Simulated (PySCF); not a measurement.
# F3H3NTb (Tb(F)3(NH3)): the cost of one run

Computed with PySCF 2.14.0. Level: PBE0, Tb lcecp-1-SVP with ECP54, F def2-SVP, N def2-SVP, H def2-SVP; scalar-relativistic core potentials, no spin–orbit coupling.

1 further run of the same task is left out (for a known fault of the program).

## (1) The starting structure

8 atoms, charge 0, spin multiplicity 1.

Bond lengths: Tb1–F2 2.098 Å, Tb1–F3 2.098 Å, Tb1–F4 2.098 Å, Tb1–N5 2.520 Å, N5–H6 1.020 Å, N5–H7 1.020 Å, N5–H8 1.020 Å. Angles: F2–Tb1–F3 109.5°, F2–Tb1–F4 109.5°, F2–Tb1–N5 109.5°, F3–Tb1–F4 109.5°, F3–Tb1–N5 109.5°, F4–Tb1–N5 109.5°, Tb1–N5–H6 113.0°, Tb1–N5–H7 113.0°, Tb1–N5–H8 113.0°, H6–N5–H7 105.8°, H6–N5–H8 105.8°, H7–N5–H8 105.8°.

Geometry (Å):

```mol
F3H3NTb
  3D, bonds by distance, orders not assigned

  8  7  0  0  0  0  0  0  0  0999 V2000
    0.0000    0.0000    0.0000 Tb  0  0
    1.2115    1.2115    1.2115 F   0  0
   -1.2115   -1.2115    1.2115 F   0  0
    1.2115   -1.2115   -1.2115 F   0  0
   -1.4549    1.4549   -1.4549 N   0  0
   -2.0681    2.0681   -0.9179 H   0  0
   -0.9179    2.0681   -2.0681 H   0  0
   -2.0681    0.9179   -2.0681 H   0  0
  1  2  8  0
  1  3  8  0
  1  4  8  0
  1  5  8  0
  5  6  8  0
  5  7  8  0
  5  8  8  0
M  END
```

Formal oxidation states: Tb +3. Each metal's 8 4f electrons lie in its core potential, so multiplicities, spins and levels count the valence alone.

## (2) SCF at the start, singlet

run.py (the lines that set the calculation)

```python
mol = gto.M(atom='''
Tb     0.00000     0.00000     0.00000
F      1.21150     1.21150     1.21150
F     -1.21150    -1.21150     1.21150
F      1.21150    -1.21150    -1.21150
N     -1.45490     1.45490    -1.45490
H     -2.06810     2.06810    -0.91790
H     -0.91790     2.06810    -2.06810
H     -2.06810     0.91790    -2.06810''',
    basis={'Tb': 'lcecp-1-SVP', 'F': 'def2-SVP', 'N': 'def2-SVP', 'H': 'def2-SVP'},
    ecp={'Tb': 'lcecp-1-SVP'},
    charge=0, spin=0)
mf = dft.RKS(mol, xc='PBE0')
mf.grids.atom_grid = (50, 194)  # f atoms: unpruned, at least (60, 302)
mf = mf.density_fit()  # fitting sets: Tb AutoAux, F def2-universal-JKFIT, N def2-universal-JKFIT, H def2-universal-JKFIT
mf.conv_tol = 1e-08; mf.max_cycle = 55
mf.kernel(dm0)  # dm0: free metal ions and neutral atoms
```

On the command line:

```
> OMP_NUM_THREADS=2 python run.py
```

What time and memory should one allow on 2 threads of Arm Neoverse V2, shared host?

About 2.7 s, with a peak of 0.61 GiB.
